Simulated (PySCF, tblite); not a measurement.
# C7H10NPSi: geometry, infrared bands and NMR shifts

Wanted: the infrared bands and NMR shifts of C7H10NPSi (`[SiH3]N=P12C=CC(C=C1)C=C2`), by calculation.

The runs use tblite 0.8.0 and PySCF 2.14.0, with density-fitted response routines of our own; the level of theory stands in each step. All values are computed, except where a source is named. Atoms count from 0, in the outputs and in this text.

## (1) The molecule as given

20 atoms, charge 0, multiplicity 1; geometry from: force field or distance geometry start.

Bonds of the start (Å): Si0–N1 1.75, N1–P2 1.62, P2–C3 1.72, C3–C4 1.37, C4–C5 1.56, C5–C6 1.57, C6–C7 1.37, C5–C8 1.57, C8–C9 1.35, C7–P2 1.73, C9–P2 1.71, Si0–H10 1.49, Si0–H11 1.49, Si0–H12 1.48, C3–H13 1.08, C4–H14 1.08, C5–H15 1.09, C6–H16 1.08, C7–H17 1.07, C8–H18 1.08, C9–H19 1.09.

## (2) Geometry optimisation with GFN2-xTB

Job settings and geometry (Å):

```
{"job": {"kind": "relax", "xc": "GFN2-xTB", "basis": "xTB"}, "charge": 0, "multiplicity": 1}
Si     3.256500     0.008000    -0.044400
N      1.879500     1.088000    -0.031200
P      0.399500     0.428200    -0.001600
C     -0.043100    -0.481000    -1.388900
C     -1.347100    -0.860400    -1.250500
C     -2.090600    -0.348600     0.021000
C     -2.000800     1.215000     0.025400
C     -0.737900     1.734300     0.019400
C     -1.308300    -0.872500     1.282500
C     -0.011100    -0.501200     1.377700
H      3.225000    -0.838900    -1.265100
H      3.255600    -0.850500     1.171000
H      4.495300     0.811900    -0.046300
H      0.591700    -0.757000    -2.218100
H     -1.867200    -1.443500    -1.993800
H     -3.128700    -0.683500     0.047900
H     -2.892400     1.822200     0.046400
H     -0.517500     2.779100     0.016600
H     -1.812700    -1.466000     2.033300
H      0.649300    -0.773200     2.195800
```

Started as:

```console
$ OMP_NUM_THREADS=1 python probes_run.py task.json out
```

The driver reads the jobs from task.json and runs them one after another.

Standard output:

```text
step      E/eV     max force
  0    -739.31610    7.713
  1    -739.87198    4.480
  2    -740.08558    0.869
  3    -740.15013    0.886
  4    -740.22410    0.567
  5    -740.24979    0.440
  6    -740.27897    0.249
  7    -740.28780    0.161
  8    -740.29294    0.131
  9    -740.29709    0.158
 10    -740.29983    0.130
 11    -740.30202    0.122
 12    -740.30449    0.118
 13    -740.30715    0.105
 14    -740.30888    0.119
 15    -740.31002    0.104
 16    -740.31122    0.080
 17    -740.31297    0.109
 18    -740.31508    0.114
 19    -740.31713    0.120
 20    -740.31889    0.125
 21    -740.32030    0.116
 22    -740.32136    0.070
 23    -740.32218    0.070
 24    -740.32299    0.080
 25    -740.32429    0.117
 26    -740.32659    0.169
 27    -740.32959    0.174
 28    -740.33210    0.122
 29    -740.33383    0.083
 30    -740.33544    0.119
 31    -740.33766    0.157
 32    -740.34055    0.156
 33    -740.34307    0.117
 34    -740.34469    0.081
 35    -740.34584    0.077
 36    -740.34699    0.076
 37    -740.34813    0.076
 38    -740.34893    0.054
 39    -740.34944    0.048
 40    -740.34994    0.047
 41    -740.35056    0.057
 42    -740.35116    0.054
 43    -740.35154    0.033
 44    -740.35175    0.029
 45    -740.35191    0.030
 46    -740.35207    0.033
 47    -740.35218    0.021
 48    -740.35223    0.014
 49    -740.35226    0.013
 50    -740.35229    0.012
 51    -740.35232    0.011
 52    -740.35234    0.009
```

Run time: 0.39 s. Hardware: 1 thread of AMD EPYC 9B45, shared host.

Relaxation path: (not every step is listed)

```
step  energy from step 0 (eV)  largest force (eV/Å)
   0                   0.0000                7.7126
   1                  -0.5559                4.4795
   2                  -0.7695                0.8689
   3                  -0.8340                0.8856
   4                  -0.9080                0.5672
   5                  -0.9337                0.4396
   6                  -0.9629                0.2492
   7                  -0.9717                0.1606
   8                  -0.9768                0.1315
  11                  -0.9859                0.1217
  14                  -0.9928                0.1191
  17                  -0.9969                0.1090
  20                  -1.0028                0.1255
  23                  -1.0061                0.0703
  26                  -1.0105                0.1689
  29                  -1.0177                0.0825
  32                  -1.0245                0.1557
  35                  -1.0297                0.0771
  38                  -1.0328                0.0535
  41                  -1.0345                0.0568
  44                  -1.0357                0.0294
  47                  -1.0361                0.0208
  48                  -1.0361                0.0140
  49                  -1.0362                0.0130
  50                  -1.0362                0.0120
  51                  -1.0362                0.0106
  52                  -1.0362                0.0085
```

Close pairs (by a distance rule), those that changed most:

```
 bond  before (Å)  after (Å)  change (Å)
P2–C9       1.713      1.827      +0.114
P2–C3       1.717      1.827      +0.110
P2–C7       1.732      1.810      +0.077
N1–P2       1.621      1.555      -0.066
C5–C8       1.574      1.512      -0.062
C5–C6       1.566      1.515      -0.051
C4–C5       1.559      1.512      -0.047
C6–C7       1.366      1.323      -0.042
```

The next job starts from the end point, and lists it.

## (3) Infrared spectrum with GFN2-xTB

Job settings and geometry (Å):

```
{"job": {"kind": "ir", "xc": "GFN2-xTB", "basis": "xTB"}, "charge": 0, "multiplicity": 1}
Si     3.492135     0.094231    -0.046101
N      1.990788     0.938751    -0.022349
P      0.539930     0.380600    -0.005915
C     -0.184600    -0.614260    -1.356022
C     -1.480268    -0.840719    -1.207031
C     -2.159984    -0.292107     0.027511
C     -1.960024     1.210032     0.031116
C     -0.722104     1.677232     0.016204
C     -1.447588    -0.850546     1.238937
C     -0.148306    -0.625475     1.354774
H      3.646167    -0.759227    -1.234019
H      3.674747    -0.774007     1.126981
H      4.478440     1.170772    -0.051927
H      0.417393    -0.942482    -2.188302
H     -2.087337    -1.390270    -1.910280
H     -3.219996    -0.547447     0.040432
H     -2.844288     1.828083     0.045038
H     -0.430098     2.714168     0.016697
H     -2.035766    -1.406366     1.953163
H      0.475612    -0.960284     2.168059
```

Standard output:

```text
mode    cm-1     km/mol
  1      41.0      1.40
  2      64.6      0.49
  3      75.3      1.31
  4     219.2      8.28
  5     225.8      1.95
  6     329.5      0.91
  7     330.1      1.22
  8     338.5      0.51
  9     390.8     23.55
 10     415.4      4.50
 11     415.7      1.77
 12     553.1     37.53
 13     559.7     18.08
 14     573.3     82.58
 15     592.7     60.80
 16     656.1     30.73
 17     685.7      0.60
 18     721.7      4.26
 19     733.1     10.37
 20     768.8    122.39
 21     773.6     72.26
 22     775.8    122.80
 23     793.9    103.70
 24     811.0    222.34
 25     826.1    296.40
 26     851.5    229.49
 27     862.1      0.14
 28     866.9      4.73
 29     868.0     12.48
 30     904.2      2.26
 31     968.8     17.40
 32     976.6      9.51
 33    1075.5      5.52
 34    1094.5      0.49
 35    1098.8      0.39
 36    1236.3      6.74
 37    1237.5      0.35
 38    1252.3     96.49
 39    1254.4    167.79
 40    1257.5      6.26
 41    1285.5    550.85
 42    1615.6     15.96
 43    1618.9     19.29
 44    1674.4     36.23
 45    2157.2    454.47
 46    2183.0    254.15
 47    2277.0    338.72
 48    2992.0     26.99
 49    3067.4     11.74
 50    3068.7     32.19
 51    3076.9     31.00
 52    3084.0     14.64
 53    3084.9     30.55
 54    3095.3     12.95
```

Wall time 0.73 s (1 thread of AMD EPYC 9B45, shared host).

Which atoms move in the most intense modes:

```
cm⁻¹  km/mol                                 atoms
 811   222.3          H10 31 %, H11 31 %, H12 17 %
 826   296.4                    H11 22 %, H10 22 %
 852   229.5            Si0 17 %, N1 12 %, P2 10 %
1254   167.8  H15 26 %, N1 18 %, C5 13 %, H16 12 %
1286   550.9                      N1 41 %, P2 18 %
2157   454.5                    H11 48 %, H10 47 %
2183   254.2                    H10 49 %, H11 48 %
2277   338.7                              H12 97 %
```

## (4) Nuclear shieldings: PBE0/pcSseg-1

The job, as its differences from that of step 3:

```diff
@@ -1,2 +1,2 @@
-{"job": {"kind": "ir", "xc": "GFN2-xTB", "basis": "xTB"}, "charge": 0, "multiplicity": 1}
+{"job": {"kind": "nmr", "xc": "PBE0", "basis": "pcSseg-1"}, "charge": 0, "multiplicity": 1}
 Si     3.492135     0.094231    -0.046101
```

Method: GIAO PBE0/pcSseg-1 NMR shielding, non-relativistic, gas phase.

Standard output:

```text
coarse grid: 18112 points
cycle   1  E = -957.4128834997  dE =  1.834e+00  |g| = 6.697e-01  |ddm| = 4.412e+00
cycle   2  E = -957.2483164011  dE =  1.646e-01  |g| = 1.058e+00  |ddm| = 2.314e+00
cycle   3  E = -957.5078007822  dE = -2.595e-01  |g| = 2.001e-01  |ddm| = 1.741e+00
cycle   4  E = -957.5174123431  dE = -9.612e-03  |g| = 3.857e-02  |ddm| = 2.692e-01
cycle   5  E = -957.5177489844  dE = -3.366e-04  |g| = 1.227e-02  |ddm| = 5.243e-02
cycle   6  E = -957.5177715987  dE = -2.261e-05  |g| = 7.289e-03  |ddm| = 1.612e-02
cycle   7  E = -957.5177844837  dE = -1.289e-05  |g| = 1.474e-03  |ddm| = 6.986e-03
cycle   8  E = -957.5177850251  dE = -5.414e-07  |g| = 4.975e-04  |ddm| = 1.975e-03
final grid: 167024 points
cycle   9  E = -957.5778122346  dE = -4.272e-05  |g| = 8.780e-03  |ddm| = 5.350e-02
cycle  10  E = -957.5778021541  dE =  1.008e-05  |g| = 1.104e-02  |ddm| = 1.957e-02
cycle  11  E = -957.5778302470  dE = -2.809e-05  |g| = 2.469e-03  |ddm| = 1.165e-02
cycle  12  E = -957.5778317687  dE = -1.522e-06  |g| = 3.883e-04  |ddm| = 2.475e-03
cycle  13  E = -957.5778318011  dE = -3.242e-08  |g| = 1.546e-04  |ddm| = 4.684e-04
cycle  14  E = -957.5778318063  dE = -5.238e-09  |g| = 5.448e-05  |ddm| = 2.251e-04
cycle  15  E = -957.5778318070  dE = -6.753e-10  |g| = 1.648e-05  |ddm| = 8.370e-05
converged SCF energy = -957.5778318070

GIAO shielding tensors (ppm)
atom      isotropic    diamagn.    paramagn.     s11        s22        s33       span
  0 Si     414.835     878.805    -463.970    380.169    381.183    483.152    102.983
  1 N      260.422     326.373     -65.951    178.835    296.654    305.777    126.942
  2 P      349.651     962.243    -612.592    282.865    298.383    467.706    184.841
  3 C       42.403     260.426    -218.023    -68.502     41.703    154.008    222.510
  4 C       27.371     252.940    -225.568   -107.496     32.643    156.967    264.463
  5 C      135.158     256.111    -120.953     98.412    152.234    154.827     56.415
  6 C       28.867     252.973    -224.106   -105.869     32.653    159.816    265.684
  7 C       39.238     258.443    -219.205    -73.292     45.584    145.421    218.713
  8 C       27.398     252.939    -225.541   -107.452     32.655    156.990    264.443
  9 C       42.396     260.415    -218.020    -68.508     41.684    154.010    222.518
 10 H       26.579      28.764      -2.184     22.817     25.076     31.845      9.028
 11 H       26.579      28.766      -2.187     22.815     25.078     31.843      9.028
 12 H       26.660      28.000      -1.339     23.039     24.668     32.274      9.236
 13 H       24.513      31.915      -7.402     22.448     24.037     27.055      4.607
 14 H       24.060      31.337      -7.278     22.513     22.755     26.911      4.399
 15 H       27.063      33.968      -6.905     24.893     25.136     31.160      6.267
 16 H       24.180      30.778      -6.598     22.602     22.963     26.976      4.375
 17 H       24.403      30.856      -6.453     22.330     23.951     26.929      4.598
 18 H       24.061      31.339      -7.278     22.513     22.757     26.913      4.400
 19 H       24.512      31.915      -7.403     22.446     24.036     27.056      4.610
```

Wall time 37 s (1 thread of AMD EPYC 9B45, shared host); peak memory 1.1 GiB.

Shifts follow as δ = σ(reference) − σ, with reference shieldings (ppm) from runs at the same level and on the same kind of geometry: 1H TMS 31.72, 13C TMS 186.9, 29Si TMS 349.2, 15N NH3 267.7, 31P H3PO4 318.4. The references are single molecules in the gas phase, so shifts against H2O, NH3, PH3, H3PO4 or CFCl3 are not on the usual liquid scales and can be off by tens of ppm. Atoms listed in one row are averaged.

```
        atoms                                        environment  σ (ppm)  δ (ppm)  δ scaled to CDCl3
   C4, C6, C8                                          alkene CH     27.9    159.0              153.3
   C3, C7, C9                                          alkene CH     41.3    145.6              140.2
           C5                                     allylic sp3 CH    135.2     51.8               48.6
H14, H16, H18                           hydrogen on an alkene CH    24.10     7.62               7.29
H13, H17, H19                           hydrogen on an alkene CH    24.48     7.24               6.93
H10, H11, H12                  hydrogen on a silicon bonded to N    26.61     5.11                  –
          H15                      hydrogen on an allylic sp3 CH    27.06     4.65               4.49
          Si0                           silicon bonded to N, 3 H    414.8    -65.7                  –
           N1                           nitrogen bonded to P, Si    260.4      7.3                  –
           P2  phosphorus bonded to 3 C, N, in a 6-membered ring    349.7    -31.3                  –
```

The scaled column applies a straight-line fit of computed shieldings to shifts measured in CDCl3 (root-mean-square error 0.16 ppm for H, 1.9 ppm for C).

The run also stored atomic charges by several schemes (e):

```
     atoms  Mulliken    IAO  Hirshfeld  ESP fit
       Si0      0.61   0.74       0.30     0.58
        N1     -0.82  -1.04      -0.40    -0.81
        P2      1.00   1.34       0.40     1.05
C3, C7, C9     -0.32  -0.41      -0.10    -0.42
C4, C6, C8      0.05  -0.12      -0.03    -0.15
        C5     -0.43  -0.16      -0.03     0.13
```

Mayer bond orders: Si0–N1 1.03, N1–P2 1.66, P2–C3 0.87, C3–C4 1.84, C4–C5 0.98, C5–C6 0.97, C6–C7 1.84, C5–C8 0.98, C8–C9 1.84, C7–P2 0.90, C9–P2 0.87.

Ring of atoms P2, C3, C4, C5, C6, C7: NICS(0) -2.3, NICS(1) -4.4, NICS(1)zz -5.2 ppm (means of both faces).

Ring of atoms P2, C3, C4, C5, C8, C9: NICS(0) -2.3, NICS(1) -4.5, NICS(1)zz -4.8 ppm (means of both faces).

The fields below are evaluated on a grid from the run's orbitals.

Frontier orbitals at PBE0/pcSseg-1, with the share of their density that lies nearest to each atom:

```
orbital  energy (eV)                            lies on
   HOMO        -6.72   N1 62 %; H10, H11 about 7 % each
   LUMO        -1.26  4 C atoms about 16 % each; P2 7 %
```

ELF in a plane through or near 10 of the atoms.

Ten even steps from ' ' (0.00) to '@' (1.00):
```
                                                        
                                                        
                            ..                          
                        ..%%@@@@..                      
                        ==@@@@@@--    --..              
        ==++      ----  ..%%@@@@--..##@@@@==            
      %%@@@@++  ::##%%--  ==++::**++@@@@@@##            
    --@@@@@@@@::++%%%%**--%%**..%%++++@@##..            
    --@@@@@@%%::##==--##::..%%====++##::                
      ++%%%%--##::%%##++%%**::  ::##++**%%##..          
        ::::--##..**++++  ..::  ----++@@@@@@==          
          ..::::::::..::----..  ::++==@@@@@@==          
          ..::--::                ::::==%%**            
                                                        
                                                        
                                                        
                                                        
                                                        
                                                        
                                                        
```
The map spans 14.2 Å across and 10.6 Å up, centred on the molecule. Atoms in the plane (x, y in Å): Si0 (-3.5, 0.0), N1 (-2.0, 0.9), P2 (-0.6, 0.4), C5 (2.2, -0.2), C6 (1.9, 1.3), C7 (0.7, 1.7), H12 (-4.5, 1.0), H15 (3.2, -0.5), H16 (2.8, 1.9), H17 (0.4, 2.7).

log10 of the density (e/Å³) in the same plane.

Ten even steps from ' ' (-4.0) to '@' (2.0):
```
                                                        
                                                        
                        ..::::::....                    
                      ..::--====--::::::..              
      ..............::::--==**++==------::..            
    ..::::--::::--------==++##**++++++++==--..          
  ..::--==========++++====++##%%********++--..          
  ..::==++**++++++####**++**######@@##**==--..          
  ..::==**********##@@######******##**++==--::          
  ..::--++**##@@********@@%%**++++####**++==::..        
  ..::--==++##@@**++++******++++**%%@@##**++--..        
    ..::====++**++======++++++++++********==--..        
      ::--==++++==------========++++++====--::..        
      ..::--------::::::----========----::::..          
        ....::::::......::::------::::....              
            ....          ............                  
                                                        
                                                        
                                                        
                                                        
```
The map spans 14.2 Å across and 10.6 Å up, centred on the molecule. Atoms in the plane (x, y in Å): Si0 (-3.5, 0.0), N1 (-2.0, 0.9), P2 (-0.6, 0.4), C5 (2.2, -0.2), C6 (1.9, 1.3), C7 (0.7, 1.7), H12 (-4.5, 1.0), H15 (3.2, -0.5), H16 (2.8, 1.9), H17 (0.4, 2.7).

On the surface of density 0.002 e/bohr³ the electrostatic potential runs, from the 1st to the 99th percentile, from -1.86 V near N1 to 1.26 V near H15.

## (5) Outcome

| quantity | value |
| --- | --- |
| strongest single infrared mode (GFN2-xTB) | 1286 cm⁻¹, 551 km/mol |
| zero-point energy (GFN2-xTB) | 89.7 kcal/mol |
| 13C shifts against TMS (PBE0/pcSseg-1, means over atoms taken as alike) | 159.0, 145.6, 51.8 ppm |
| 1H shifts against TMS (PBE0/pcSseg-1, means over atoms taken as alike) | 7.62, 7.24, 5.11, 4.65 ppm |
| 29Si shifts against TMS (PBE0/pcSseg-1) | -65.7 ppm |
| 15N shifts against NH3 (PBE0/pcSseg-1) | 7.3 ppm |
| 31P shifts against H3PO4 (PBE0/pcSseg-1) | -31.3 ppm |
| surface potential, 1st and 99th percentile | -1.86 V and 1.26 V |

In words: The optimisation took 52 steps and gained 1.036 eV; among the close pairs (by a distance rule), P2–C9 changed most, from 1.713 to 1.827 Å. All 54 modes are real, so the xTB geometry is a minimum. The strongest single mode, at 1286 cm⁻¹, is spread over many atoms; the largest shares are those of N1, P2. GFN2-xTB is a fitted tight-binding method: band positions and strengths are rough. Its intensities can rank the bands wrongly. At PBE0/pcSseg-1: The largest span, 265 ppm, is at C4, C6, C8, where the paramagnetic term is -225 ppm. At PBE0/pcSseg-1, counted by nearest atom on the grid, the HOMO lies on N1 62 %; H10, H11 about 7 % each, the LUMO on 4 C atoms about 16 % each; P2 7 %.
